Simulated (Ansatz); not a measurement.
**In10Sb11 wurtzite ring sphere (In₁₀Sb₁₁H₂₈+): structure and electronic state**

What does In10Sb11 wurtzite ring sphere (In₁₀Sb₁₁H₂₈+) look like as a singlet, and where do its frontier electrons sit?

Method: RKS PBE0-D4/def2-SVP; program: Ansatz 0.2.0, Gaussian basis.

The runs, in order: relaxation at PBE-D4/def2-SVP; a single point at PBE0-D4/def2-SVP.

4 further runs of the same task are left out: 2 for a known fault of the program, 2 set aside as unsound or not needed.

### 1 The system as given

49 atoms, charge 1, spin multiplicity 1.

Atoms are counted from 1 here; the program's logs count them from 0.

Bond lengths: Sb1–In2 2.808 Å, Sb1–In6 2.807 Å, Sb1–H22 1.733 Å, Sb1–H23 1.731 Å, In2–Sb8 2.824 Å, In2–H24 1.732 Å, In2–H25 1.732 Å, Sb3–In4 2.809 Å, Sb3–In7 2.796 Å, Sb3–H26 1.719 Å, Sb3–H27 1.730 Å, In4–Sb9 2.776 Å, In4–H28 1.745 Å, In4–H29 1.737 Å, Sb5–In6 2.790 Å, Sb5–In7 2.813 Å, Sb5–H30 1.707 Å, Sb5–H31 1.741 Å and more. Angles: In2–Sb1–In6 110.1°, In2–Sb1–H22 109.8°, In2–Sb1–H23 109.9°, In6–Sb1–H22 109.6°, In6–Sb1–H23 109.2°, H22–Sb1–H23 108.2°, Sb1–In2–Sb8 109.1°, Sb1–In2–H24 109.1°, Sb1–In2–H25 109.9°, Sb8–In2–H24 108.9°, Sb8–In2–H25 109.4°, H24–In2–H25 110.3°, In4–Sb3–In7 109.8°, In4–Sb3–H26 110.6°, In4–Sb3–H27 108.8°, In7–Sb3–H26 109.5°, In7–Sb3–H27 109.9°, H26–Sb3–H27 108.2° and more.

In, Sb take a core potential in the def2 sets. No spin-orbit coupling is included. The ion is computed in the gas phase, without counter-ions or solvent.

The start is a built from a lattice or polyhedron geometry.

### 2 Optimising with PBE-D4/def2-SVP

File in.yaml:

```yaml
crystal:
  periodic: [false, false, false]
  atoms:
    - {symbol: Sb, position_ang: [-3.407600, -1.958100, -3.927700]}
    - {symbol: In, position_ang: [-3.432400, -1.956800, -1.120000]}
    - {symbol: Sb, position_ang: [1.161200, -4.607100, -0.186000]}
    - {symbol: In, position_ang: [1.173600, -4.615400, 2.622700]}
    - {symbol: Sb, position_ang: [1.158200, -1.972800, -3.939900]}
    - {symbol: In, position_ang: [-1.112800, -0.647100, -4.872300]}
    - {symbol: In, position_ang: [1.157500, -1.974300, -1.126600]}
    - {symbol: Sb, position_ang: [-1.125900, -0.628300, -0.176300]}
    - {symbol: Sb, position_ang: [1.128600, -1.998700, 3.547200]}
    - {symbol: In, position_ang: [-1.128100, -0.644500, 2.617800]}
    - {symbol: Sb, position_ang: [-1.090000, 1.981100, -3.938300]}
    - {symbol: In, position_ang: [-1.091200, 2.007500, -1.116800]}
    - {symbol: Sb, position_ang: [-3.420500, 3.295800, -0.188900]}
    - {symbol: Sb, position_ang: [-1.120200, 1.979400, 3.539600]}
    - {symbol: In, position_ang: [-3.413900, 3.306300, 2.613000]}
    - {symbol: Sb, position_ang: [3.461700, -0.647100, -0.199000]}
    - {symbol: In, position_ang: [3.469200, -0.634300, 2.619300]}
    - {symbol: In, position_ang: [3.448000, 2.008800, -1.134300]}
    - {symbol: Sb, position_ang: [1.182400, 3.304400, -0.177700]}
    - {symbol: Sb, position_ang: [3.459900, 1.979000, 3.545100]}
    - {symbol: In, position_ang: [1.170000, 3.324600, 2.599800]}
    - {symbol: H, position_ang: [-3.429400, -3.589000, -4.513000]}
    - {symbol: H, position_ang: [-4.813700, -1.148200, -4.530700]}
    - {symbol: H, position_ang: [-3.409000, -3.592500, -0.551200]}
    - {symbol: H, position_ang: [-4.845700, -1.138900, -0.542900]}
    - {symbol: H, position_ang: [-0.221700, -5.431800, -0.787000]}
    - {symbol: H, position_ang: [2.571900, -5.433300, -0.753100]}
    - {symbol: H, position_ang: [-0.248600, -5.460600, 3.176600]}
    - {symbol: H, position_ang: [2.603200, -5.425900, 3.184900]}
    - {symbol: H, position_ang: [1.169200, -3.585300, -4.499000]}
    - {symbol: H, position_ang: [2.586700, -1.155700, -4.507400]}
    - {symbol: H, position_ang: [-1.125700, -0.631800, -6.641700]}
    - {symbol: H, position_ang: [1.167100, -1.969900, 5.248400]}
    - {symbol: H, position_ang: [-2.537500, -1.477700, 3.207400]}
    - {symbol: H, position_ang: [-2.528100, 2.818600, -4.487700]}
    - {symbol: H, position_ang: [0.288300, 2.795500, -4.528700]}
    - {symbol: H, position_ang: [-4.790900, 2.508000, -0.775100]}
    - {symbol: H, position_ang: [-3.410700, 4.939300, -0.752000]}
    - {symbol: H, position_ang: [-1.121300, 1.998000, 5.259100]}
    - {symbol: H, position_ang: [-4.826500, 2.484700, 3.204500]}
    - {symbol: H, position_ang: [-3.390000, 4.938100, 3.157500]}
    - {symbol: H, position_ang: [4.873900, -1.420300, -0.779800]}
    - {symbol: H, position_ang: [4.862200, -1.459100, 3.181900]}
    - {symbol: H, position_ang: [3.452700, 1.992600, -2.858800]}
    - {symbol: H, position_ang: [4.874900, 2.822200, -0.549400]}
    - {symbol: H, position_ang: [1.156600, 4.937300, -0.779000]}
    - {symbol: H, position_ang: [3.460300, 1.980900, 5.253400]}
    - {symbol: H, position_ang: [4.886500, 2.807800, 2.975700]}
    - {symbol: H, position_ang: [1.176900, 4.954700, 3.191100]}
basis:
  gaussian: {orbitals: def2-SVP, fitting: {mean_field: def2-universal-jkfit}}
total_charge: 1
hamiltonian: {xc: pbe, dispersion: d4}
scf: {lower_state_search: "off"}
output: {orbitals: {seedname: orbitals}}
relax: {f_tol: 0.03, max_steps: 70}
```

Run with:

```
ansatz run in.yaml --threads 4 --pin off --events-out ev --progress --plain --max-ram 66560MiB --backend cuda --devices 0, --max-vram 37GiB
```

After this run come: Single point, PBE0-D4/def2-SVP.

Q: Predict the results of all the runs planned. Wanted: point group; commonest bond, hydrogen aside; HOMO, LUMO at PBE0-D4/def2-SVP.

The runs gave:

```
                      quantity                             value
                   point group                                Cs
commonest bond, hydrogen aside  In–Sb, 28 of mean length 2.882 Å
HOMO, LUMO at PBE0-D4/def2-SVP                   -8.69, -4.68 eV
```

In words: The molecule keeps its bonding pattern by the stored test; the atoms moved 0.47 Å (rms), and the angle In17–Sb16–In18 went from 109° to 135°. No usable vibrations, so a minimum isn't proven. Whether this spin is the lowest isn't tested here. The point group is read from a loosely relaxed geometry; soft torsions can leave it below the true symmetry.
